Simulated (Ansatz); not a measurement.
# SrCd and its free atoms: a cohesive energy from free atoms

With Ansatz's Python interface.

Notebook, run cell by cell (the value of a cell's last expression is shown):

```python
from collections import Counter
import warnings

import ansatz as az
```

```python
PHASES = {
    'SrCd': (
        [(4.003, 0.0, 0.0), (0.0, 4.003, 0.0), (0.0, 0.0, 4.003)],
        [
            ('Sr', (0.5, 0.5, 0.5)),
            ('Cd', (0.0, 0.0, 0.0)),
        ],
    ),
}


def build(vectors, sites):
    crystal = az.Crystal(lattice=az.Lattice.of(vectors))
    for symbol, position in sites:
        crystal = crystal.atom(symbol, position)
    return crystal
```

```python
def counts(outcome):
    return Counter(site.symbol for site in outcome.lattice.sites)
```

```python
UNPAIRED = {'Sr': 0, 'Cd': 0}  # unpaired electrons of the free atoms
```

```python
def ground_state(name, crystal):
    calc = (
        crystal.calculation()
        .basis(38 * az.Ry)
        .functional('PBEsol')
        .kpoints(spacing=0.15)
        .occupations('fermi_dirac', width=0.02)
    )
    if name.endswith(' atom'):
        calc = calc.kpoints(1, 1, 1).occupations('fermi_dirac', width=0.01)
        if UNPAIRED[name.split()[0]]:
            calc = calc.spin('collinear')
        return calc.run()
    calc = calc.relax(force_tolerance=0.01, max_steps=40, cell=True)
    return calc.run()

warnings.simplefilter('ignore')
```

```python
phases = {name: build(*cell) for name, cell in PHASES.items()}
# free atoms: a low-symmetry box, moments by the rule of Hund
for element, moment in UNPAIRED.items():
    phases[f'{element} atom'] = az.Lattice.orthorhombic(10.0, 10.5, 11.0).atom(element, (0.5, 0.5, 0.5), moment=moment or None)
```

```python
done = {}
for name, crystal in phases.items():
    done[name] = ground_state(name, crystal)
    print(f'{name}: {done[name].report["energy_sigma0_ev"]:.4f} eV, {len(done[name].lattice.sites)} atoms')

print({element: round(done[f'{element} atom'].report['magnetization_mub'], 2) for element in UNPAIRED}, 'muB on the free atoms')
solid = done['SrCd']
n = counts(solid)
binding = (sum(k * done[f'{e} atom'].report['energy_sigma0_ev'] for e, k in n.items()) - solid.report['energy_sigma0_ev']) / sum(n.values())
print(f'cohesive energy {binding:.3f} eV/atom = {96.4853 * binding:.0f} kJ/mol of atoms (no zero-point energy)')
```

    SrCd: -11676.9027 eV, 2 atoms
    Sr atom: -3490.4377 eV, 1 atoms
    Cd atom: -8182.8684 eV, 1 atoms
    {'Sr': 0.0, 'Cd': 0.0} muB on the free atoms
    cohesive energy 1.798 eV/atom = 174 kJ/mol of atoms (no zero-point energy)

Notes:
- Absolute energies stand on the zero of these potentials, so only differences at equal settings mean something.
- Other magnetic orders than the one started from may lie lower.
- For the metals among these phases the mesh is modest: differences between phases can be off by up to 40 meV an atom.
- The cells come from databases of deposited and of computed structures, and not all need be stable phases.
- Free atoms in a box carry small image and symmetry errors, and spin-orbit coupling is left out.
- Hardware and time: 18 s on 1 thread of Arm Neoverse V2, with other jobs on the host, peak memory 0.8 GiB.
